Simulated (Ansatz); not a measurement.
# CdPbS2: the cost of one run

Program: Ansatz 0.2.0. Level of theory: DFT PBEsol, scalar-relativistic, plane waves, PAW. These are calculated values, not measurements.

**1. The structure to begin with**

The structure is tetragonal, space group P4/mmm (No. 123). Conventional cell: a = 4.092 Å, b = 4.092 Å, c = 5.794 Å, α = 90.00°, β = 90.00°, γ = 90.00°. Cd (site symmetry 4/mmm) is surrounded by 6 S at 2.89 to 2.90 Å. Around Pb (site symmetry 4/mmm) lie 6 S at 2.89 to 2.90 Å. Around S (site symmetry 4/mmm) lie 4 Pb at 2.89 Å and 2 Cd at 2.90 Å. Around S (site symmetry 4/mmm) lie 4 Cd at 2.89 Å and 2 Pb at 2.90 Å.

As a file:

```
Cd Pb S
1.0
     4.09158    0.00000    0.00000
     0.00000    4.09158    0.00000
     0.00000    0.00000    5.79443
Cd Pb S
1 1 2
Direct
  0.00000 0.00000 0.00000
  0.50000 0.50000 0.50000
  0.00000 0.00000 0.50000
  0.50000 0.50000 0.00000
```

The structure comes from the Materials Project (structure only).

**2. A change within the space group**

Against the listed cell: strain xx, yy, zz, yz, xz, xy = +3.5, +3.5, +0.5, +0.0, +0.0, +0.0 %.

Contents of input.yaml:

```yaml
crystal:
  lattice:
    - [4.2340498504, 0.0, 0.0]
    - [0.0, 4.2340498504, 0.0]
    - [0.0, 0.0, 5.8223561381]
  atoms:
    - { symbol: Cd, position: [0.0, 0.0, 0.0] }
    - { symbol: Pb, position: [0.5, 0.5, 0.5] }
    - { symbol: S, position: [0.0, 0.0, 0.5] }
    - { symbol: S, position: [0.5, 0.5, 0.0] }
basis:
  ecutwfc: 420
kpoints:
  mp_grid: { grid: [10, 10, 8] }
hamiltonian:
  xc: pbesol
scf:
  occupations: { method: gaussian, width: 0.1 }
output:
  forces: true
  stress: true
  eigenvalues: true
```

The run is started by

```sh
$ ansatz run input.yaml --threads 1 --pin off --max-ram 1331MiB --backend cpu --events-out ev --progress --plain --runs-dir out
```

**Question.** How long does this run take on 1 thread of an x86-64 CPU, shared host, and how much memory does it need?

About 31 s, with a peak of 0.54 GiB.
